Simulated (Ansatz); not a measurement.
# C2H5NSi: the cost of one run

Method: RKS PBE/cc-pVDZ, in Ansatz 0.2.0.

## Step 1: Starting point

Bond lengths: N1–C2 1.158 Å, C2–C3 1.280 Å, C3–Si4 1.761 Å, N1–H5 1.049 Å, C3–H6 1.111 Å, Si4–H7 1.530 Å, Si4–H8 1.464 Å, Si4–H9 1.525 Å. Angles: N1–C2–C3 177.8°, C2–N1–H5 112.5°, C2–C3–Si4 121.5°, C2–C3–H6 120.7°, Si4–C3–H6 117.5°, C3–Si4–H7 108.8°, C3–Si4–H8 113.9°, C3–Si4–H9 111.5°, H7–Si4–H8 108.6°, H7–Si4–H9 104.2°, H8–Si4–H9 109.4°.

Coordinates:

```xyz
9

N     0.3234    0.5550   -2.2697
C     0.2848    0.5656   -1.1125
C     0.2744    0.5416    0.1671
Si   -0.3790   -0.8312    1.0562
H     0.7427    1.4311   -2.6650
H     0.7701    1.3450    0.7536
H    -1.8802   -0.9286    0.7788
H     0.2423   -2.1111    0.7115
H    -0.2901   -0.6138    2.5629
```

## Step 2: Relaxing end A

input.yaml reads:

```yaml
crystal:
  periodic: [false, false, false]
  atoms:
    - { symbol: "N", position_ang: [0.3234, 0.555, -2.2697] }
    - { symbol: C, position_ang: [0.2848, 0.5656, -1.1125] }
    - { symbol: C, position_ang: [0.2744, 0.5416, 0.1671] }
    - { symbol: Si, position_ang: [-0.379, -0.8312, 1.0562] }
    - { symbol: H, position_ang: [0.7427, 1.4311, -2.665] }
    - { symbol: H, position_ang: [0.7701, 1.345, 0.7536] }
    - { symbol: H, position_ang: [-1.8802, -0.9286, 0.7788] }
    - { symbol: H, position_ang: [0.2423, -2.1111, 0.7115] }
    - { symbol: H, position_ang: [-0.2901, -0.6138, 2.5629] }
basis:
  gaussian: { orbitals: cc-pVDZ }
hamiltonian:
  xc: pbe
relax:
  f_tol: 0.02
  max_steps: 50
```

Started as:

```
$ ansatz run input.yaml --threads 2 --pin off --max-ram 3072MiB --backend cpu --events-out ev --progress --plain --runs-dir out
```

**Question.** How long does this run take on 2 threads of AMD EPYC 9R45 (Zen 5), shared host, and how much memory does it need?

About 8.9 s, with a peak of 0.14 GiB.
